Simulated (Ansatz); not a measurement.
Write a Python script for Ansatz 0.2.0, Python API that makes a ladder of methods at one geometry of Br2H2Si, SMILES Br[SiH2]Br. Use (for the species named): LC-wPBE, def2-SVP basis, multiplicity 1. The script varies functional: lc_wpbe, revpbe, hse06, r2scan0.

```xyz
5

Br   -1.6847   -1.2280    0.3552
Si    0.1436   -0.0587    0.0495
Br   -0.3233    1.8153   -1.0616
H     1.1746   -0.8689   -0.7394
H     0.7397    0.2666    1.3548
```

`br2h2si.py`
```python
"""One geometry of Br2H2Si, method by method."""

from pathlib import Path
import logging
import sys
import warnings

import ansatz
from ase import Atoms
import numpy as np

logging.basicConfig(stream=sys.stdout, format="%(levelname)s %(message)s")
logger = logging.getLogger("calc")
logger.setLevel(logging.INFO)

warnings.simplefilter("ignore", ansatz.DeckWarning)

atoms = Atoms(["Br", "Si", "Br", "H", "H"], positions=[
    [-1.6847, -1.228, 0.3552],
    [0.1436, -0.0587, 0.0495],
    [-0.3233, 1.8153, -1.0616],
    [1.1746, -0.8689, -0.7394],
    [0.7397, 0.2666, 1.3548],
])
geometry = ansatz.Crystal.molecule_from_ase(atoms)

base = geometry.calculation().basis(gaussian="def2-SVP")

logger.info("functional    E (Ha)        dipole (D)   HOMO (eV)  LUMO (eV)")
for name in ["lc_wpbe", "revpbe", "hse06", "r2scan0"]:
    report = base.functional(name).forces().orbitals().run(threads=1, runs_dir="runs").report
    lines = Path(report["orbitals_path"]).read_text().splitlines()
    field_of = lambda key: [line.split("=")[1].strip() for line in lines if line.startswith(key)]
    orbitals = [(27.211386 * float(e), s, float(n)) for e, s, n in zip(field_of("Ene="), field_of("Spin="), field_of("Occup="))]
    homo = max(e for e, _, n in orbitals if n > 0.5)
    lumo = min(e for e, _, n in orbitals if n < 0.5)
    dipole = 4.803205 * np.linalg.norm(report["charge_distribution"]["dipole_moment_e_ang"])
    logger.info(f"{name:10s} {report['free_energy_ev'] / 27.211386246:14.6f} {dipole:9.3f} {homo:11.3f} {lumo:10.3f}")
```

```console
$ python br2h2si.py
INFO functional    E (Ha)        dipole (D)   HOMO (eV)  LUMO (eV)
INFO lc_wpbe      -5437.569907     1.193     -11.259      1.842
INFO revpbe       -5437.868330     0.910      -7.174     -1.256
INFO hse06        -5437.658791     1.068      -8.131     -0.832
INFO r2scan0      -5438.325165     1.137      -8.783     -0.331
```

Total energies depend on the basis set; only differences at equal settings carry meaning. The geometry is a force-field or estimated start, not a minimum of this method, and the basis set is short of its limit. A lower total doesn't mark the better method: functionals have no common bound, and MP2 and coupled cluster aren't variational. Levels such as HOMO and LUMO are orbital energies: with these approximate functionals they aren't the ionisation energy and electron affinity, and their gap isn't the fundamental gap. hse06 follows the composition of plane-wave codes, whose totals differ by tens of mHa, up to about 0.1 Ha, from the form usual in Gaussian-basis programs (wpbeh). Timing: 11 s on 1 thread of Intel(R) Xeon(R) Platinum 8488C (Sapphire Rapids), on a shared host, peak memory 0.3 GiB.

(Lines on the test bed's own set-up are left out of the output.)
